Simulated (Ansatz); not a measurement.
# CH7ClGe2: the cost of one run

Method: RKS PBE/def2-SVP, in Ansatz 0.2.0.

## Step 1: The starting structure

Bond lengths: Ge1–H2 1.550 Å, Ge1–Cl3 2.220 Å, Ge1–Ge4 2.398 Å, Ge4–H5 1.550 Å, Ge4–H6 1.550 Å, Ge4–H7 1.550 Å, Ge1–C8 1.959 Å, C8–H9 1.110 Å, C8–H10 1.110 Å, C8–H11 1.110 Å. Angles (14 of 18 angles, heavy atoms first): Cl3–Ge1–Ge4 109.5°, Cl3–Ge1–C8 109.5°, Ge4–Ge1–C8 109.5°, H2–Ge1–Cl3 109.5°, H2–Ge1–Ge4 109.5°, H2–Ge1–C8 109.5°, Ge1–Ge4–H5 109.5°, Ge1–Ge4–H6 109.5°, Ge1–Ge4–H7 109.5°, Ge1–C8–H9 109.5°, Ge1–C8–H10 109.5°, Ge1–C8–H11 109.5°, H5–Ge4–H6 109.4°, H5–Ge4–H7 109.4°.

Coordinates:

```xyz
11

Ge    0.0000    0.0000    0.0000
H     0.0000    0.0000    1.5500
Cl    2.0935    0.0000   -0.7393
Ge   -1.1304    1.9584   -0.7992
H    -2.6003    1.6043   -1.1405
H    -1.1048    3.0541    0.2968
H    -0.4177    2.4843   -2.0712
C    -0.9232   -1.5994   -0.6527
H    -1.4228   -2.1111    0.1962
H    -1.6833   -1.3066   -1.4068
H    -0.1873   -2.2880   -1.1178
```

## Step 2: Relaxing the start

File input.yaml:

```yaml
crystal:
  periodic: [false, false, false]
  atoms:
    - { symbol: Ge, position_ang: [0.0, 0.0, 0.0] }
    - { symbol: H, position_ang: [0.0, 0.0, 1.55] }
    - { symbol: Cl, position_ang: [2.0935, 0.0, -0.7393] }
    - { symbol: Ge, position_ang: [-1.1304, 1.9584, -0.7992] }
    - { symbol: H, position_ang: [-2.6003, 1.6043, -1.1405] }
    - { symbol: H, position_ang: [-1.1048, 3.0541, 0.2968] }
    - { symbol: H, position_ang: [-0.4177, 2.4843, -2.0712] }
    - { symbol: C, position_ang: [-0.9232, -1.5994, -0.6527] }
    - { symbol: H, position_ang: [-1.4228, -2.1111, 0.1962] }
    - { symbol: H, position_ang: [-1.6833, -1.3066, -1.4068] }
    - { symbol: H, position_ang: [-0.1873, -2.288, -1.1178] }
basis:
  gaussian: { orbitals: def2-SVP }
hamiltonian:
  xc: pbe
relax:
  f_tol: 0.02
  max_steps: 40
```

On the command line:

```console
ansatz run input.yaml --threads 4 --pin off --max-ram 5120MiB --backend cpu --events-out ev --progress --plain --runs-dir out
```

**Question.** How long does this run take on 4 threads of AMD EPYC, shared host, and how much memory does it need?

About 62 s, with a peak of 0.22 GiB.
